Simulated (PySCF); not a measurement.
**Kr²⁺: dipole response in def2-QZVPPD**

How polarisable is Kr²⁺ at the levels listed below?

The numbers are computed with PySCF 2.14.0 (unrestricted determinants in a Gaussian basis, no spin-orbit coupling in the energies), except any that are marked as measured or tabulated.

**1. The atom as given**

```
Element     : krypton (Z = 36)
Basis       : def2-QZVPPD
Hamiltonian : the non-relativistic Hamiltonian (point nucleus)
State 1     : Kr²⁺: [Ar] 3d10 4s2 4p4, high-spin 3P determinant
Methods     : r2SCAN0
```

The outer shells:

Kr2+ [Ar] 3d10 4s2 4p4
```
[Ar] core
3d [↑↓][↑↓][↑↓][↑↓][↑↓]
4s [↑↓]
4p [↑↓][↑ ][↑ ]
```

The runs were made by one driver on top of PySCF. The scripts below sum up each run's settings (the driver also hands on starting orbitals that pick excited configurations, and frozen orbitals as a list rather than a count), and the logs come from the driver's own runs. The driver starts from symmetry-adapted Hartree-Fock orbitals, holds the occupation by maximum overlap and uses a logarithmic radial grid for functionals, so a plain start would take other cycles.

The integrals over 98 functions and the set-up took 1.2 s of CPU time.

**2. Kr²⁺, at r2SCAN0**

**r2SCAN0**

Input file input.py:

```python
from pyscf import gto, scf, dft, mp, cc
import basis_set_exchange as bse
mol = gto.M(atom="Kr 0 0 0", charge=2, spin=2, symmetry="D2h",
            basis=gto.basis.parse(bse.get_basis("def2-QZVPPD", elements=["Kr"], fmt="nwchem")))
mf = dft.UKS(mol, xc="HYB_MGGA_XC_R2SCAN0")
mf.irrep_nelec = {'Ag': (6, 6), 'B1g': (1, 1), 'B2g': (1, 1), 'B3g': (1, 1), 'B1u': (3, 2), 'B2u': (3, 3), 'B3u': (3, 2)}
mf.kernel()
```

Output:

```text
damping factor = 0
level_shift factor = 0
DIIS = <class 'pyscf.scf.diis.CDIIS'>
diis_start_cycle = 1
diis_space = 10
diis_damp = 0
SCF conv_tol = 1e-09
SCF conv_tol_grad = None
number electrons alpha = 18  beta = 16
XC functionals = HYB_MGGA_XC_R2SCAN0
    M. Bursch, H. Neugebauer, S. Ehlert, and S. Grimme.,  J. Chem. Phys. 156, 134105 (2022)
cycle= 1 E= -2752.38596073197  delta_E= -0.0104  |g|= 0.0499  |ddm|= 0.114
cycle= 2 E= -2752.38618104005  delta_E= -0.00022  |g|= 0.0305  |ddm|= 0.0205
cycle= 3 E= -2752.38624657996  delta_E= -6.55e-05  |g|= 0.0035  |ddm|= 0.00702
cycle= 4 E= -2752.38624939263  delta_E= -2.81e-06  |g|= 0.000533  |ddm|= 0.00197
cycle= 5 E= -2752.38624945268  delta_E= -6e-08  |g|= 2.68e-05  |ddm|= 0.000336
cycle= 6 E= -2752.38624945305  delta_E= -3.69e-10  |g|= 4.12e-06  |ddm|= 3.47e-05
converged SCF energy = -2752.38624945305  <S^2> = 2.0047607  2S+1 = 3.0031721
```

CPU time 31 s on a shared host, the integrals not counted.

Orbital energies by shell (radii are means over both spins):

```csv
shell,electrons,mean orbital energy (eV),spread (eV),rms radius (bohr)
1s α,1,-14016.3,0,0.0491
1s β,1,-14016.0,0,0.0491
2s α,1,-1867.1,0,0.203
2s β,1,-1867.0,0,0.203
2p α,3,-1688.5,0.299,0.179
2p β,3,-1688.2,0.050,0.179
3s α,1,-294.99,0,0.578
3s β,1,-294.67,0,0.578
3p α,3,-230.55,0.793,0.588
3p β,3,-230.13,0.368,0.588
3d α,5,-115.48,0.770,0.611
3d β,5,-115.11,0.461,0.611
4s α,1,-49.636,0,1.63
4s β,1,-45.644,0,1.63
4p α,3,-33.977,1.891,1.86
4p β,1,-31.746,0,1.86
```

⟨S²⟩ = 2.005, ⟨L²⟩ = 2.02.

The driver then solved the coupled dipole response at imaginary frequencies: mean α = 7.492 bohr³ (xx, yy, zz: 7.525, 7.427, 7.525), C₆ = 37.78 au for a like pair.

Radial density 4πr²ρ of Kr²⁺ at r2SCAN0:

```csv
r (bohr),density,spin density
0.000630,0.154,0.000
0.00106,0.421,0.000
0.00178,1.13,0.000
0.00300,2.93,0.000
0.00504,7.17,0.000
0.00848,15.8,0.000
0.0143,29.6,0.001
0.0240,42.4,0.008
0.0404,41.7,0.035
0.0679,37.0,0.099
0.114,51.2,0.115
0.192,41.5,-0.009
0.323,31.7,0.234
0.543,32.3,0.112
0.914,8.66,0.411
1.54,4.72,1.480
2.59,1.04,0.389
4.35,0.0172,0.006
7.31,1.50e-05,0.000
```

**3. Polarisabilities and C₆**

Kr²⁺, in atomic units:

```csv
method,mean α,C₆ (like pair),S(−4)
r2SCAN0,7.492,37.78,10.56
```

α(iu) at r2SCAN0:

```csv
u (hartree),α(iu) (bohr³)
0,7.492
0.0500,7.466
0.100,7.388
0.200,7.095
0.300,6.661
0.500,5.595
0.750,4.304
1.00,3.289
1.50,2.022
2.00,1.358
3.00,0.7529
5.00,0.3610
```

**4. What came out**

```
 quantity                  value
α of Kr²⁺  7.492 (r2SCAN0) bohr³
```

In words: A single London oscillator with the computed α and C₆ of Kr²⁺ at r2SCAN0 would have ω = 4 C₆ / (3 α²) = 0.897 hartree. The basis is finite, and no extrapolation was made.
